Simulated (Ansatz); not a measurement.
# BClH₂OS: up Jacob's ladder to CCSD(T)

One table from this session's results is given with a row withheld; the runs are named, their logs left out.

Program: Ansatz 0.2.0, Gaussian basis. Level of theory: functionals in def2-TZVPP, the program's frozen cores in correlated methods. These are calculated values, not measurements.

The runs, in order: LDA (SPW92), PBE-D4, revPBE-D4, BLYP-D4, r2SCAN-D4, B97M-V, PBE0-D4, B3LYP-D4, r2SCANh-D4, r2SCAN0-D4, HSE06-D4, BHLYP-D4, CAM-B3LYP-D4, LC-ωPBE, ωB97X-V, ωB97M-V, B2PLYP, PBE-QIDH; CCSD(T)/def2-SVP; CCSD(T)/def2-TZVPP; MP2/def2-QZVPP; extrapolation to the limit; RPA on PBE.

### The geometry

An earlier PBE0-D4 in a triple-zeta def2 set relaxation fixed the geometry.

SMILES `OB(S)Cl`, 6 atoms, charge 0, spin multiplicity 1.

Atoms are counted from 1 here; the program's logs count them from 0.

Bond lengths: O1–B2 1.348 Å, O1–H5 0.962 Å, B2–S3 1.800 Å, B2–Cl4 1.770 Å, S3–H6 1.344 Å. Angles: B2–O1–H5 113.2°, O1–B2–S3 121.5°, O1–B2–Cl4 120.9°, S3–B2–Cl4 117.6°, B2–S3–H6 94.9°.

Set-up of the first run:

Input file in.yaml:

```yaml
crystal:
  periodic: [false, false, false]
  atoms:
    - {symbol: O, position_ang: [0.301696, 0.907971, -0.627170]}
    - {symbol: B, position_ang: [-0.232326, -0.218356, -0.112874]}
    - {symbol: S, position_ang: [0.333033, -0.896085, 1.455754]}
    - {symbol: Cl, position_ang: [-1.520680, -1.083975, -0.964343]}
    - {symbol: H, position_ang: [-0.088318, 1.162562, -1.468680]}
    - {symbol: H, position_ang: [1.248594, 0.063884, 1.671212]}
basis:
  gaussian: {orbitals: def2-TZVPP}
hamiltonian: {xc: lda}
output: {orbitals: {seedname: orbitals}}
```

Among the steps run: LDA; PBE-D4 (GGA); revPBE-D4 (GGA); BLYP-D4 (GGA); r2SCAN-D4 (meta-GGA); B97M-V (meta-GGA); PBE0-D4 (hybrid); B3LYP-D4 (hybrid); r2SCANh-D4 (hybrid); r2SCAN0-D4 (hybrid); HSE06-D4 (hybrid); BHLYP-D4 (hybrid); CAM-B3LYP-D4 (range-separated); LC-ωPBE-D4 (range-separated; the results give it without D4); ωB97X-V (range-separated); ωB97M-V (range-separated); B2PLYP (double hybrid); PBE-QIDH (double hybrid).

One table of the session follows, with a row left open; its other results are not shown here.

It belongs to the step «Orbital energies across the functionals». 

```
  functional  HOMO (eV)  gap (eV)
 LDA (SPW92)      -6.82      5.53
      PBE-D4      -6.68      5.66
   revPBE-D4      -6.63      5.71
     BLYP-D4      -6.51      5.65
   r2SCAN-D4      -6.99      6.28
      B97M-V      -7.05      6.50
     PBE0-D4      -7.93      7.88
    B3LYP-D4      -7.67      7.42
  r2SCANh-D4      -7.44      7.08
  r2SCAN0-D4          ?         ?
    HSE06-D4      -7.53      7.09
    BHLYP-D4      -9.01     10.09
CAM-B3LYP-D4      -9.24     10.36
     LC-ωPBE     -10.67     12.92
     ωB97X-V     -10.29     12.50
     ωB97M-V     -10.10     12.14
```

Estimate the missing values for r2SCAN0-D4.

Worked estimate for «HOMO (eV)». Against the share of exact exchange, r2SCAN-D4 (0, -6.99), r2SCANh-D4 (0.1, -7.44) give a slope of -4.50 per unit share; at 0.25 the line stands at -8.11.

The run gave: HOMO (eV): -8.13; gap (eV): 8.27. In «HOMO (eV)» the line misses by +0.02.
